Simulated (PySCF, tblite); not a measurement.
**C5H12AlNS: geometry, infrared bands and NMR shifts**

What infrared bands and NMR shifts should C5H12AlNS (`C=[CH][Al]([S]C)[N](C)C`) show?

Programs: tblite 0.8.0 and PySCF 2.14.0, with density-fitted response routines of our own. Each step states its level of theory. These are calculated values for one molecule in the gas phase, unless marked as measured. Atoms count from 0, in the outputs and in this text.

## 1. Starting geometry

20 atoms, charge 0, multiplicity 1; geometry from: force field or distance geometry start.

Bonds of the start (Å): C0–C1 1.35, C1–Al2 1.98, Al2–S3 2.26, S3–C4 1.81, Al2–N5 1.95, N5–C6 1.47, N5–C7 1.46, C0–H8 1.08, C0–H9 1.08, C1–H10 1.08, C4–H11 1.11, C4–H12 1.11, C4–H13 1.12, C6–H14 1.10, C6–H15 1.11, C6–H16 1.11, C7–H17 1.12, C7–H18 1.11, C7–H19 1.11.

## 2. Relaxing the molecule with GFN2-xTB

What the job is given:

```
{"job": {"kind": "relax", "xc": "GFN2-xTB", "basis": "xTB"}, "charge": 0, "multiplicity": 1}
C      2.140900     2.516000     0.572100
C      0.875300     2.246200     0.200600
Al     0.047900     0.509200     0.653800
S      1.221500    -1.059600     1.772600
C      1.943200    -1.806300     0.291300
N     -1.761200     0.129000     0.034500
C     -1.814700     0.226400    -1.429600
C     -2.161200    -1.204900     0.477000
H      2.576600     3.473900     0.317300
H      2.723900     1.796800     1.128800
H      0.298300     2.971900    -0.344900
H      2.596200    -2.652400     0.580100
H      1.137100    -2.188800    -0.369800
H      2.558300    -1.052300    -0.260700
H     -1.133700    -0.501700    -1.905800
H     -2.854800     0.035800    -1.766900
H     -1.539200     1.252200    -1.750700
H     -1.504400    -2.002000     0.050100
H     -2.147500    -1.269600     1.588000
H     -3.207500    -1.409000     0.159200
```

The run is started by

```
$ OMP_NUM_THREADS=1 python probes_run.py task.json out
```

One launch serves the whole session: the jobs run in the order shown.

**Question.** This job is followed by: GFN2-xTB harmonic vibrations, gas phase; GIAO PBE0/pcSseg-1 NMR shielding, non-relativistic, gas phase. Predict these results of the whole session: strongest single infrared mode (GFN2-xTB); zero-point energy (GFN2-xTB); 13C shifts against TMS (PBE0/pcSseg-1, means over atoms taken as alike); 1H shifts against TMS (PBE0/pcSseg-1, means over atoms taken as alike); 27Al shifts against AlH4- (PBE0/pcSseg-1); 33S shifts against CS2 (PBE0/pcSseg-1); 15N shifts against NH3 (PBE0/pcSseg-1).

**Answer**, as computed:

| quantity | value |
| --- | --- |
| strongest single infrared mode (GFN2-xTB) | 616 cm⁻¹, 161 km/mol |
| zero-point energy (GFN2-xTB) | 99.4 kcal/mol |
| 13C shifts against TMS (PBE0/pcSseg-1, means over atoms taken as alike) | 154.4, 144.6, 43.4, 12.3 ppm |
| 1H shifts against TMS (PBE0/pcSseg-1, means over atoms taken as alike) | 6.98, 6.66, 6.64, 2.92, 2.30 ppm |
| 27Al shifts against AlH4- (PBE0/pcSseg-1) | 115.0 ppm |
| 33S shifts against CS2 (PBE0/pcSseg-1) | -202 ppm |
| 15N shifts against NH3 (PBE0/pcSseg-1) | 59.4 ppm |

In words: Relaxing lowered the energy by 0.770 eV in 159 steps; the close pair that moved most is Al2–N5, from 1.950 to 1.801 Å. All 54 modes are real, so the xTB geometry is a minimum. The strongest single mode, at 616 cm⁻¹, is spread over many atoms; the largest shares are those of Al2, C1. GFN2-xTB is a fitted tight-binding method: band positions and strengths are rough. Its intensities can rank the bands wrongly. C0 (terminal =CH2 carbon) lies farthest downfield among carbon, at 154.4 ppm; an sp2 carbon of a C=C bond. At PBE0/pcSseg-1: The largest span, 267 ppm, is at C0, where the paramagnetic term is -221 ppm.
